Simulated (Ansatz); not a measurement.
# ZnSn: the cost of one run

Computed with Ansatz 0.2.0 (reference: DFT PBEsol, plane waves, PAW, scalar-relativistic, no spin polarisation, unless a step's input says otherwise).

## Step 1: The structure to begin with

Symmetry: R-3m, No. 166, trigonal system. Conventional cell: a = 3.320 Å, b = 3.320 Å, c = 12.238 Å, α = 90.00°, β = 90.00°, γ = 120.00°. Sn (site symmetry -3m) has 6 Zn at 2.80 Å as nearest neighbours. Zn (site symmetry -3m) has 6 Sn at 2.80 Å as nearest neighbours.

Structure file:

```xyz
2
Lattice="3.3196 0.0000 0.0000 -1.6598 2.8749 0.0000 -1.6598 0.9583 4.0792" Properties=species:S:1:pos:R:3 pbc="T T T"
Sn    0.0000    1.9166    2.0396
Zn    0.0000    0.0000    0.0000
```

## Step 2: The reference run

Contents of input.yaml:

```yaml
crystal:
  lattice:
    - [3.319615, 0.0, 0.0]
    - [-1.659808, 2.874878, 0.0]
    - [-1.659808, 0.958293, 4.079195]
  atoms:
    - { symbol: Sn, position: [0.5, 0.5, 0.5] }
    - { symbol: Zn, position: [0.0, 0.0, 0.0] }
  symmetry: { tolerance: 0.0003 }
kpoints:
  mp_grid: { grid: [6, 6, 6], shift: [0, 0, 0] }
magnetization:
  spin_polarized: false
scf:
  occupations: { method: fermi_dirac }
hamiltonian:
  pseudopotentials: { kind: paw }
  xc: pbesol
basis:
  ecutwfc: 420
output:
  forces: true
  stress: true
  eigenvalues: true
```

Started as:

```console
$ ansatz run input.yaml --threads 1 --pin off --max-ram 2560MiB --backend cpu --events-out ev --progress --plain --runs-dir out
```

Q: Estimate wall time and peak memory on 1 thread of Intel Xeon Platinum 8559C (Emerald Rapids), shared host.

About 1.1 s, with a peak of 0.42 GiB.
